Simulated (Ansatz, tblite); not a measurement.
**The cluster As₆P₂: rung by rung**

One table from this session's results is given with a row withheld; the runs are named, their logs left out.

Method: as each input shows; program: Ansatz 0.2.0, Gaussian basis.

The runs, in order: GFN1-xTB, GFN2-xTB, PBE-D4/def2-TZVP, r2SCAN-D4/def2-TZVP, revPBE-D4/def2-TZVP, HF/def2-TZVP, PBE-D4/def2-SVP, PBE0-D4/def2-SVP, HF/STO-3G, MP2/def2-SVP.

7 further runs of the same task are left out: 5 that didn't finish, 2 set aside as unsound or not needed. Runs told in other sessions of the task aren't counted.

### The relaxed structure

The geometry is that of the singlet, from an earlier relaxation (PBE-D4/def2-SVP). At that level it is the lowest of the isomers that a small search found.

8 atoms, charge 0, spin multiplicity 1.

Bond lengths: P1–As5 2.351 Å, P1–As6 2.471 Å, P1–As7 2.356 Å, P2–As4 2.341 Å, P2–As6 2.390 Å, P2–As7 2.407 Å, As3–As5 2.444 Å, As3–As8 2.277 Å, As4–As5 2.522 Å, As4–As6 2.501 Å, As7–As8 2.447 Å. Angles: As5–P1–As6 86.6°, As5–P1–As7 102.3°, As6–P1–As7 83.8°, As4–P2–As6 63.8°, As4–P2–As7 107.4°, As6–P2–As7 84.5°, As5–As3–As8 106.9°, P2–As4–As5 103.8°, P2–As4–As6 59.0°, As5–As4–As6 82.4°, P1–As5–As3 104.0°, P1–As5–As4 92.3°, As3–As5–As4 98.0°, P1–As6–P2 89.9°, P1–As6–As4 90.0°, P2–As6–As4 57.1°, P1–As7–P2 92.3°, P1–As7–As8 104.2° and more.

PBE0-D4/def2-TZVP was run before; its log isn't repeated, and its numbers join the tables.

Set-up of the first run:

Tight binding, by tblite at 300 K electronic temperature and without a spin-polarisation term:

```python
tblite.interface.Calculator('GFN1-xTB', numbers, positions, charge=0, uhf=0).singlepoint()
```

Tight binding, by tblite at 300 K electronic temperature and without a spin-polarisation term:

```python
tblite.interface.Calculator('GFN2-xTB', numbers, positions, charge=0, uhf=0).singlepoint()
```

start.molden holds the orbitals of an earlier run on this state, given as this run's starting guess.

Input file in.yaml:

```yaml
crystal:
  periodic: [false, false, false]
  atoms:
    - {symbol: P, position_ang: [-1.039890, 0.047049, -1.599272]}
    - {symbol: P, position_ang: [0.577893, -1.897479, 0.725356]}
    - {symbol: As, position_ang: [0.002230, 2.431296, 1.143064]}
    - {symbol: As, position_ang: [2.130438, -0.375090, -0.140958]}
    - {symbol: As, position_ang: [0.702299, 1.512405, -1.010742]}
    - {symbol: As, position_ang: [0.675195, -1.731208, -1.656489]}
    - {symbol: As, position_ang: [-1.606889, -0.918819, 0.473344]}
    - {symbol: As, position_ang: [-1.441266, 0.931846, 2.065696]}
basis:
  gaussian: {orbitals: def2-TZVP, initial_orbitals: start.molden}
hamiltonian: {xc: pbe, dispersion: d4}
scf: {omitted_lower_state_checks: [starts]}
output: {orbitals: {seedname: orbitals}}
```

Run with:

```
$ ansatz run in.yaml --threads 4 --pin off --events-out ev --progress --plain --max-ram 6963MiB
```

Steps of the session up to this table: PBE-D4/def2-TZVP; r2SCAN-D4/def2-TZVP; revPBE-D4/def2-TZVP; HF/def2-TZVP; PBE-D4/def2-SVP; PBE0-D4/def2-SVP; HF/STO-3G; MP2/def2-SVP.

One of the session's tables, all rows but one given; the rest of the session is left out.

It belongs to the step «Binding energy». 

| level | binding an atom (eV) |
| --- | --- |
| HF/STO-3G | 1.428 |
| HF/def2-SVP | 0.665 |
| HF/def2-TZVP | 0.770 |
| PBE-D4/def2-SVP | 2.970 |
| PBE-D4/def2-TZVP | 3.018 |
| revPBE-D4/def2-TZVP | 2.899 |
| r2SCAN-D4/def2-TZVP | 2.756 |
| PBE0-D4/def2-SVP | 2.715 |
| PBE0-D4/def2-TZVP | ? |
| MP2/def2-SVP | 2.167 |

Estimate the missing values for PBE0-D4/def2-TZVP.

**Answer.** binding an atom (eV): 2.781. In the column «binding an atom (eV)» it lies between r2SCAN-D4/def2-TZVP (2.756) and revPBE-D4/def2-TZVP (2.899).

Limits of these values: Free atoms were run apart at each level; binding is atoms less cluster, divided by the number of atoms, without zero-point or spin-orbit terms.
